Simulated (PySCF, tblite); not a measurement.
# C₉H₅FOS: excited states, part 2 of 2

tblite 0.8.0 and PySCF 2.14.0. Atoms count from 0. Earlier steps stand in the parts before.

## 7. Excited states: TDA wB97X-D/def2-SVP in dichloromethane

The job: settings as JSON, then the geometry in Å.

```
{"job": {"kind": "states", "xc": "wB97X-D", "basis": "def2-SVP", "tda": true, "soc": true, "nstates": 10, "ntriplets": 6, "nquad": 4, "solvent": "dichloromethane"}, "charge": 0, "multiplicity": 1}
F      3.602674     1.121494    -0.380402
C      2.412418     0.550670    -0.177415
C      1.274748     1.224457    -0.455081
C      0.017939     0.577728    -0.224141
C     -1.218094     1.179656    -0.476653
C     -2.388002     0.496130    -0.228942
C     -2.349804    -0.800652     0.275517
C     -1.143133    -1.418408     0.532932
C      0.043009    -0.733243     0.284301
O      1.207854    -1.373163     0.549361
C      2.409155    -0.792415     0.342348
S      3.757481    -1.651365     0.695433
H      1.306262     2.230482    -0.843309
H     -1.238145     2.185397    -0.867673
H     -3.338584     0.966499    -0.426349
H     -3.270671    -1.329183     0.467390
H     -1.092108    -2.422054     0.922774
```

With the program's defaults for keys left out, this is: TDA wB97X-D/def2-SVP excited states, vertical, IEF-PCM dichloromethane (non-equilibrium response), spin-orbit mean-field couplings.

Output:

```text
coarse grid: 16672 points
cycle   1  E = -918.2443263308  dE =  2.974e+00  |g| = 8.061e-01  |ddm| = 5.500e+00
cycle   2  E = -918.2126685097  dE =  3.166e-02  |g| = 9.590e-01  |ddm| = 1.913e+00
cycle   3  E = -918.4033649821  dE = -1.907e-01  |g| = 6.333e-02  |ddm| = 1.036e+00
cycle   4  E = -918.4042611295  dE = -8.961e-04  |g| = 3.987e-02  |ddm| = 1.205e-01
cycle   5  E = -918.4045910103  dE = -3.299e-04  |g| = 1.119e-02  |ddm| = 5.274e-02
cycle   6  E = -918.4046259134  dE = -3.490e-05  |g| = 4.247e-03  |ddm| = 1.927e-02
cycle   7  E = -918.4046324817  dE = -6.568e-06  |g| = 1.196e-03  |ddm| = 9.105e-03
final grid: 162296 points
cycle   8  E = -918.5216708726  dE = -1.478e-04  |g| = 6.951e-03  |ddm| = 7.146e-02
cycle   9  E = -918.5216746017  dE = -3.729e-06  |g| = 6.831e-03  |ddm| = 1.555e-02
cycle  10  E = -918.5216822284  dE = -7.627e-06  |g| = 8.596e-04  |ddm| = 6.356e-03
cycle  11  E = -918.5216825326  dE = -3.042e-07  |g| = 4.495e-04  |ddm| = 1.816e-03
cycle  12  E = -918.5216826340  dE = -1.014e-07  |g| = 1.828e-04  |ddm| = 1.135e-03
cycle  13  E = -918.5216826594  dE = -2.536e-08  |g| = 9.146e-05  |ddm| = 5.024e-04
cycle  14  E = -918.5216826667  dE = -7.326e-09  |g| = 3.009e-05  |ddm| = 3.938e-04
cycle  15  E = -918.5216826673  dE = -5.873e-10  |g| = 1.015e-05  |ddm| = 9.046e-05
converged SCF energy = -918.5216826673

Singlet excitations
state   eV       nm        f     d(h-e)  d(exc)  Lambda  PR(NTO)  |dmu|/D   mu/D   main configurations
  1   3.0178   410.8   0.00003   1.780   3.112   0.371   1.001    4.955    3.152   H-1->L 0.91
  2   3.9954   310.3   0.75252   0.285   3.540   0.754   1.103    1.124    8.858   H->L 0.94
  3   4.7486   261.1   0.04610   1.823   3.811   0.636   1.283    5.988   13.825   H-2->L 0.85
  4   5.5681   222.7   0.04990   0.235   3.430   0.660   2.554    0.491    7.758   H-2->L+1 0.36, H->L+2 0.27, H-3->L 0.17
  5   5.5840   222.0   0.27855   1.022   3.768   0.742   1.234                     H->L+1 0.79
  6   5.7594   215.3   0.00004   3.331   4.318   0.256   1.006                     H-1->L+1 0.85
  7   6.1381   202.0   0.15933   0.369   3.926   0.706   1.928                     H-3->L 0.59, H->L+2 0.26
  8   6.2990   196.8   0.00448   0.227   3.082   0.526   1.042                     H-5->L 0.86
  9   6.8279   181.6   0.64174   0.700   3.624   0.702   1.767                     H-2->L+1 0.33, H-2->L+2 0.25, H->L+2 0.24
 10   6.9078   179.5   0.02000   0.799   3.289   0.812   1.202                     H-4->L 0.88

Triplet excitations (Tamm-Dancoff)
state   eV     d(h-e)  d(exc)  Lambda  PR(NTO)   main configurations
  1   2.3140   0.411   3.228   0.760   1.058   H->L 0.92
  2   2.6957   1.723   3.060   0.369   1.002   H-1->L 0.89
  3   3.5824   0.420   3.120   0.686   1.732   H-2->L 0.58, H->L+1 0.18
  4   4.1397   0.280   3.350   0.725   1.629   H->L+1 0.49, H-2->L 0.25, H-3->L 0.15
  5   4.5512   0.159   2.738   0.777   1.953   H-2->L+2 0.37, H-3->L 0.16, H-4->L 0.15
  6   4.8453   0.242   3.034   0.718   2.065   H->L+2 0.31, H-4->L 0.25, H-3->L 0.11
S1 - T1 = 0.7037 eV

Spin-orbit couplings |<S|Hso|T>| (cm-1)
             T1       T2       T3       T4       T5       T6
S0        0.137  133.048    0.049    0.097    0.294    0.071
S1      114.507    0.067   48.869   30.745   43.123    1.725
S2        0.051   97.709    0.026    0.063    0.049    0.024
S3        0.019    6.173    0.006    0.004    0.020    0.007
S4        0.026   54.081    0.033    0.024    0.032    0.015
S5        0.065   27.200    0.014    0.020    0.015    0.028
S6       10.134    1.138   33.861   57.357    2.673   21.645
S7        0.055   72.220    0.019    0.011    0.014    0.015
S8       43.642   78.302   18.659   13.374   19.761    1.537
S9        0.030   19.239    0.009    0.050    0.030    0.015
S10       0.079   16.273    0.042    0.020    0.042    0.023
T1 sublevels (cm-1): 0.000 0.058 2.014   radiative rates (1/s): 0.716 0.039 3.45
```

Wall time 68 s (1 thread of Arm Neoverse V2, shared host); peak memory 0.97 GiB.

Key values:

| quantity | value |
| --- | --- |
| S1 less T1 | 0.70 eV |

## 8. Excited states: TDA HF/def2-SVP in acetonitrile

The job, as its differences from that of step 7:

```diff
@@ -1,2 +1,2 @@
-{"job": {"kind": "states", "xc": "wB97X-D", "basis": "def2-SVP", "tda": true, "soc": true, "nstates": 10, "ntriplets": 6, "nquad": 4, "solvent": "dichloromethane"}, "charge": 0, "multiplicity": 1}
+{"job": {"kind": "states", "xc": "HF", "basis": "def2-SVP", "tda": true, "soc": true, "nstates": 20, "ntriplets": 6, "nquad": 4, "solvent": "acetonitrile"}, "charge": 0, "multiplicity": 1}
 F      3.602674     1.121494    -0.380402
```

Level: TDA HF/def2-SVP excited states, vertical, IEF-PCM acetonitrile (non-equilibrium response), spin-orbit mean-field couplings.

Output:

```text
final grid: 162296 points
cycle   1  E = -914.7582079199  dE =  3.966e+00  |g| = 9.320e-01  |ddm| = 5.092e+00
cycle   2  E = -914.9459620671  dE = -1.878e-01  |g| = 5.424e-01  |ddm| = 1.711e+00
cycle   3  E = -915.0137197326  dE = -6.776e-02  |g| = 1.092e-01  |ddm| = 7.830e-01
cycle   4  E = -915.0180597619  dE = -4.340e-03  |g| = 2.747e-02  |ddm| = 2.453e-01
cycle   5  E = -915.0183854309  dE = -3.257e-04  |g| = 8.717e-03  |ddm| = 6.362e-02
cycle   6  E = -915.0184487309  dE = -6.330e-05  |g| = 3.997e-03  |ddm| = 2.977e-02
cycle   7  E = -915.0184633140  dE = -1.458e-05  |g| = 1.529e-03  |ddm| = 1.612e-02
cycle   8  E = -915.0184657378  dE = -2.424e-06  |g| = 5.834e-04  |ddm| = 5.551e-03
cycle   9  E = -915.0184661209  dE = -3.831e-07  |g| = 2.231e-04  |ddm| = 2.039e-03
cycle  10  E = -915.0184661836  dE = -6.270e-08  |g| = 1.132e-04  |ddm| = 7.833e-04
cycle  11  E = -915.0184662004  dE = -1.685e-08  |g| = 4.723e-05  |ddm| = 4.371e-04
cycle  12  E = -915.0184662035  dE = -3.102e-09  |g| = 1.740e-05  |ddm| = 1.948e-04
cycle  13  E = -915.0184662039  dE = -3.390e-10  |g| = 7.950e-06  |ddm| = 6.035e-05
converged SCF energy = -915.0184662039

Singlet excitations
state   eV       nm        f     d(h-e)  d(exc)  Lambda  PR(NTO)  |dmu|/D   mu/D   main configurations
  1   3.9425   314.5   0.00004   1.596   2.911   0.332   1.002    6.604    2.966   H-2->L 0.82, H-2->L+1 0.11
  2   4.3997   281.8   0.89716   0.180   3.304   0.719   1.119    0.729    9.900   H->L 0.93
  3   5.5343   224.0   0.01884   0.927   3.361   0.615   1.668    3.890   13.207   H-1->L 0.65, H->L+1 0.13
  4   6.1059   203.1   0.28667   0.314   2.831   0.715   2.584    1.055    8.619   H->L+1 0.28, H-1->L+1 0.24, H-3->L 0.22
  5   6.8339   181.4   0.14346   0.576   3.757   0.685   2.124                     H->L+1 0.33, H-1->L 0.28, H->L+2 0.11
  6   7.1427   173.6   0.09986   0.553   3.589   0.697   1.843                     H-3->L 0.48, H->L+2 0.22
  7   7.3777   168.1   0.16700   0.151   2.912   0.806   2.634                     H-1->L+2 0.52, H-4->L 0.18, H->L+1 0.13
  8   7.6812   161.4   0.01538   0.494   2.749   0.513   1.135                     H-5->L 0.56, H-6->L 0.19
  9   7.8033   158.9   1.31371   0.155   3.165   0.649   2.633                     H-1->L+1 0.46, H->L+2 0.31
 10   8.3095   149.2   0.00046   3.291   4.349   0.270   1.080                     H-2->L+1 0.71, H-2->L 0.14, H-2->L+5 0.09
 11   8.4167   147.3   0.54677   0.628   3.417   0.801   1.892                     H-4->L 0.62, H-1->L+2 0.17
 12   8.9424   138.6   0.00711   0.550   3.065   0.501   1.547                     H-6->L 0.38, H-5->L 0.21, H-5->L+1 0.13
 13   8.9487   138.5   0.30895   0.637   3.172   0.763   2.034                     H-3->L+1 0.64, H->L+5 0.12
 14   9.0045   137.7   0.00923   0.864   3.281   0.358   1.329                     H->L+3 0.22, H->L+4 0.20, H->L+9 0.19
 15   9.2665   133.8   0.02258   0.199   2.062   0.447   1.044                     H-2->L+9 0.34, H-2->L+10 0.32, H-2->L+11 0.20
 16   9.3459   132.7   0.00488   1.337   3.603   0.323   1.255                     H-1->L+3 0.37, H->L+3 0.27, H->L+4 0.10
 17   9.5092   130.4   0.00010   0.408   3.024   0.449   2.043                     H-8->L 0.30, H-5->L+1 0.13, H-6->L+2 0.09
 18   9.5786   129.4   0.00439   1.237   3.560   0.328   1.375                     H-1->L+3 0.39, H->L+3 0.14, H->L+4 0.10
 19   9.7102   127.7   0.18953   1.266   3.695   0.655   1.545                     H-3->L+2 0.48, H-7->L 0.15, H->L+2 0.08
 20   9.7500   127.2   0.00576   0.257   2.755   0.479   3.077                     H-5->L+2 0.29, H-9->L 0.11, H-6->L+2 0.10

Triplet excitations (Tamm-Dancoff)
state   eV     d(h-e)  d(exc)  Lambda  PR(NTO)   main configurations
  1   2.2897   0.470   2.973   0.725   1.251   H->L 0.78
  2   3.3329   0.290   2.649   0.737   2.840   H->L+1 0.30, H-1->L+2 0.21, H-1->L 0.18
  3   3.5313   1.556   2.874   0.331   1.007   H-2->L 0.80, H-2->L+1 0.12
  4   4.2776   0.172   2.410   0.779   2.597   H-4->L 0.34, H-1->L+2 0.23, H-3->L+1 0.10
  5   4.4369   0.460   3.080   0.692   1.390   H-1->L 0.35, H->L+1 0.22, H-3->L 0.13
  6   5.0105   0.085   2.830   0.678   2.365   H->L+2 0.28, H-1->L+1 0.25, H-4->L 0.14
S1 - T1 = 1.6528 eV

Spin-orbit couplings |<S|Hso|T>| (cm-1)
             T1       T2       T3       T4       T5       T6
S0        0.198    0.092  125.732    0.272    0.043    0.033
S1       95.640   68.706    0.109   55.169   24.958    7.698
S2        0.048    0.031   92.261    0.064    0.056    0.020
S3        0.004    0.011   22.791    0.021    0.006    0.023
S4        0.045    0.033   71.527    0.016    0.030    0.020
S5        0.053    0.005   21.279    0.048    0.016    0.049
S6        0.030    0.025   61.561    0.010    0.021    0.035
S7        0.063    0.043   22.709    0.036    0.029    0.050
S8       55.731   40.379   99.086   32.089   16.044    4.626
S9        0.091    0.063   16.281    0.051    0.100    0.008
S10      19.648   24.985   21.187   15.843   26.603    7.711
S11       0.066    0.060   21.070    0.079    0.044    0.024
S12      28.594   21.303   35.398   17.387    9.390    1.962
S13       1.661    1.241   14.881    1.023    0.549    0.142
S14      14.275    7.244    9.340    2.213    4.576    0.976
S15       0.580    1.014   48.746    1.699    0.903    0.255
S16       6.911    5.109    0.570    4.111    1.619    0.622
S17      18.889   14.335   25.246    9.812    6.985    1.912
S18       2.443    3.156    3.400    2.247    1.838    0.389
S19       0.038    0.013    6.572    0.043    0.024    0.039
S20      21.778   15.994   12.759   12.711    5.831    3.374
T1 sublevels (cm-1): 0.000 0.107 0.322   radiative rates (1/s): 1.9 0.0105 0.573
```

Wall time 38 s (1 thread of Arm Neoverse V2, shared host); peak memory 0.88 GiB.

Key values:

| quantity | value |
| --- | --- |
| S1 less T1 | 1.65 eV |

## 9. Outcome

This closing draws on all 2 parts.

| quantity | value |
| --- | --- |
| strongest single infrared mode (GFN2-xTB) | 1280 cm⁻¹, 192 km/mol |
| zero-point energy (GFN2-xTB) | 70.6 kcal/mol |
| S1 less T1 (step 4, TDA B3LYP/def2-SVP) | 0.35 eV |
| potential on the surface of density 0.002 e/bohr³, 1st and 99th percentile | -1.37 V and 1.37 V |
| S1 less T1 (step 5, TDA HSE06/def2-SVP) | 0.37 eV |
| S1 less T1 (step 6, TDA PBE0/def2-SVP) | 0.40 eV |
| S1 less T1 (step 7, TDA wB97X-D/def2-SVP in dichloromethane) | 0.70 eV |
| S1 less T1 (step 8, TDA HF/def2-SVP in acetonitrile) | 1.65 eV |

All 45 modes are real, so the xTB geometry is a minimum. The strongest single mode, at 1280 cm⁻¹, is carried by C1, C3, C10, H14. Unscaled tight-binding wavenumbers are off by several per cent, some by more. Its intensities can rank the bands wrongly. In step 4, the number of triplets below S1 is 2, and the largest singlet-triplet spin-orbit coupling is S0–T1, 137.34 cm⁻¹. At B3LYP/def2-SVP, counted by nearest atom on the grid, the HOMO lies on S11 87 %, the LUMO on S11 21 %; C2, C10 about 17 % each. In steps 5, 6 the lowest triplet is strongly mixed with the next, so its label is unsure. In step 5, the number of triplets below S1 is 2, and the largest singlet-triplet spin-orbit coupling is S0–T1, 136.61 cm⁻¹. In step 6, the number of triplets below S1 is 2, and the largest singlet-triplet spin-orbit coupling is S0–T2, 137.04 cm⁻¹. In step 7, the number of triplets below S1 is 2, and the largest singlet-triplet spin-orbit coupling is S0–T2, 133.05 cm⁻¹. In step 8, the number of triplets below S1 is 3, and the largest singlet-triplet spin-orbit coupling is S0–T3, 125.73 cm⁻¹. The orbital labels of the leading configurations differ from run to run, so check that S1 and T1 are the same states before comparing rows.
